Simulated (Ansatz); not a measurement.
# Si₂GeH (doublet): wave-function methods side by side, cc-pVDZ

An exercise on one series of results from a longer session: the logs are not shown, and one member is left open.

Computed with Ansatz 0.2.0, Gaussian basis. Level: cc-pVDZ, core rule «outside noble gas», up to 24 orbitals frozen.

Plan: UHF; CCSD(T) on ROHF; CCSD(T) on UHF; BCCD(T) on ROHF; CISD as a restricted active space (open shells left free, so some higher excitations enter); CCSDT(Q) on ROHF; CCSDT(Q) on UHF; CASSCF and MRCISD+Q, 9 electrons in 9 orbitals; CASSCF and NEVPT2, 9 electrons in 9 orbitals.

23 further runs of the same task are left out: 9 that didn't finish, 14 set aside as unsound or not needed. Runs told in other sessions of the task aren't counted.

### What is computed

The geometry is a PBE0/def2-TZVP stationary point (not a proven minimum). No spin-orbit coupling is included. The filled d shell of Ge may be among the frozen orbitals whatever the setting's name suggests.

4 atoms, charge 0, spin multiplicity 2.

Atoms are counted from 1 here; the program's logs count them from 0.

Bond lengths: Ge1–Si2 2.310 Å, Si2–Si3 2.169 Å, Si3–H4 1.646 Å. Angles: Ge1–Si2–Si3 164.5°, Si2–Si3–H4 53.2°.

Set-up of the first run:

File in.yaml:

```yaml
crystal:
  periodic: [false, false, false]
  atoms:
    - {symbol: Ge, position_ang: [-0.000322, -0.228344, 2.499916]}
    - {symbol: Si, position_ang: [0.000023, -0.519392, 0.208777]}
    - {symbol: Si, position_ang: [-0.000451, -0.207085, -1.937642]}
    - {symbol: H, position_ang: [0.000751, 0.954822, -0.771052]}
basis:
  gaussian: {orbitals: cc-pVDZ}
magnetization: {spin_polarized: true, initial_magnetization: 1}
hamiltonian: {xc: hf}
output: {orbitals: {seedname: orbitals}}
```

Run with:

```sh
$ ansatz run in.yaml --threads 1 --pin off --events-out ev --progress --plain --max-ram 2393MiB
```

Steps of the session up to this table: UHF; CCSD(T) on ROHF; CCSD(T) on UHF; BCCD(T) on ROHF; CISD as a restricted active space (open shells left free, so some higher excitations enter); CCSDT(Q) on ROHF; CCSDT(Q) on UHF; CASSCF and MRCISD+Q, 9 electrons in 9 orbitals; CASSCF and NEVPT2, 9 electrons in 9 orbitals.

One table of the session follows, with a row left open; its other results are not shown here.

```
           method  from RCCSDT(Q) (meV)
             ROHF               +8336.9
              UHF               +8013.7
             RMP2               +1666.2
             UMP2               +1897.0
             CISD               +1629.3
            RCCSD                +602.1
            UCCSD                +599.4
         RCCSD(T)                +115.8
         UCCSD(T)                +152.9
          BCCD(T)                +113.0
           RCCSDT                 +56.7
           UCCSDT                     ?
        RCCSDT(Q)                     0
        UCCSDT(Q)                 -12.0
  CASSCF frontier               +6347.6
  NEVPT2 frontier               +1635.7
  MRCISD frontier                +919.9
MRCISD+Q frontier                +143.3
```

Q: Estimate the row for UCCSDT from the others.

As computed: from RCCSDT(Q) (meV): +54.7. In the column «from RCCSDT(Q) (meV)» it lies between RCCSDT(Q) (0) and RCCSDT (+56.7).

With the free atoms at the same levels and basis (separate runs), the atomisation energy is 7.816 eV at RCCSDT(Q), 7.733 eV at RCCSD(T), 7.685 eV at UCCSD(T), 4.882 eV at ROHF.

To keep in mind: The determinant of HF (⟨S²⟩ 1.36) is far from a pure spin state, so its energy mixes those of several spin states; that is harmless only where they are near-degenerate. The determinant of CCSD(T) (⟨S²⟩ 1.36) is far from a pure spin state, so its energy mixes those of several spin states; high orders of coupled cluster remove much of that, low ones don't. The determinant of CCSDT(Q) (⟨S²⟩ 1.36) is far from a pure spin state, so its energy mixes those of several spin states; high orders of coupled cluster remove much of that, low ones don't. Restricted and unrestricted rows rest on different reference determinants; a gap between their highest levels can come from leftover correlation error, from unlike frozen cores or from another state.
